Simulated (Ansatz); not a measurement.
# CH3BOS: the cost of one run

Program: Ansatz 0.2.0. Level of theory: RKS BLYP/def2-SVP. These are calculated values, not measurements.

### 1 The structure to begin with

Bond lengths: B1–O2 1.454 Å, O2–C3 1.365 Å, B1–S4 1.902 Å, C3–S4 1.712 Å, B1–H5 1.245 Å, C3–H6 1.144 Å, C3–H7 1.134 Å. Angles: B1–O2–C3 96.2°, O2–B1–S4 90.3°, O2–B1–H5 127.8°, S4–B1–H5 125.9°, O2–C3–S4 102.0°, O2–C3–H6 110.7°, O2–C3–H7 112.2°, S4–C3–H6 110.1°, S4–C3–H7 112.9°, H6–C3–H7 108.9°, B1–S4–C3 70.8°.

As a file:

```xyz
7

B    -1.1685    0.3158   -0.3855
O    -0.3884    0.3628    0.8404
C     0.6849   -0.3294    0.3596
S     0.1187   -0.8426   -1.1727
H    -1.7486    1.2572   -0.9571
H     1.5885    0.3616    0.2345
H     0.9747   -1.1934    1.0351
```

### 2 Relaxing end A

File input.yaml:

```yaml
crystal:
  periodic: [false, false, false]
  atoms:
    - { symbol: B, position_ang: [-1.1685, 0.3158, -0.3855] }
    - { symbol: O, position_ang: [-0.3884, 0.3628, 0.8404] }
    - { symbol: C, position_ang: [0.6849, -0.3294, 0.3596] }
    - { symbol: S, position_ang: [0.1187, -0.8426, -1.1727] }
    - { symbol: H, position_ang: [-1.7486, 1.2572, -0.9571] }
    - { symbol: H, position_ang: [1.5885, 0.3616, 0.2345] }
    - { symbol: H, position_ang: [0.9747, -1.1934, 1.0351] }
basis:
  gaussian: { orbitals: def2-SVP }
hamiltonian:
  xc: blyp
relax:
  f_tol: 0.02
  max_steps: 50
output:
  orbitals: {}
```

Launch:

```sh
> ansatz run input.yaml --threads 1 --pin off --max-ram 2048MiB --backend cpu --events-out ev --progress --plain --runs-dir out
```

Q: Estimate wall time and peak memory on 1 thread of Intel Xeon Platinum 8488C (Sapphire Rapids), shared host.

About 11 s, with a peak of 0.16 GiB.
